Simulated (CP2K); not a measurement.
# BiTe in CP2K: the effect of functional

BiTe:

```
CELL_PARAMETERS angstrom
4.57498 0.00000 0.00000
2.28749 3.96205 0.00000
2.28749 1.32068 3.73546
ATOMIC_POSITIONS crystal
Bi 0.00000 0.00000 0.00000
Te 0.50000 0.50000 0.50000
```

Alike in all runs:

```yaml
Program: CP2K 2026.2
Task: band structure
Potentials_or_basis: POTENTIAL_UZH Bi GTH-PBE-q5, Te GTH-PBE-q6; TZVP-MOLOPT-PBE-GTH basis
Density_cutoff: 9184 eV
k_mesh: 7 × 7 × 7
Occupations: fermi-dirac, width 0.05 eV
Spin: no spin polarisation
```

**Question.** One run gave: pressure 2.2 GPa. Which functional did it use?
A. TPSS
B. HLE16
C. LDA
D. PBE
E. vdW-DF2

**Answer.** A.

```csv
functional,pressure (GPa)
PBE,1.5
LDA,0.3
PBEsol,0.3
HLE16,-6.1
BLYP,5.0
vdW-DF2,6.3
TPSS,2.2
```

Caveats: the basis of atomic orbitals isn't converged, which shifts pressures, moduli and gaps; the potentials were made for another functional, which shifts forces and pressure (some runs); the potentials were made for a functional far from this one (some runs).
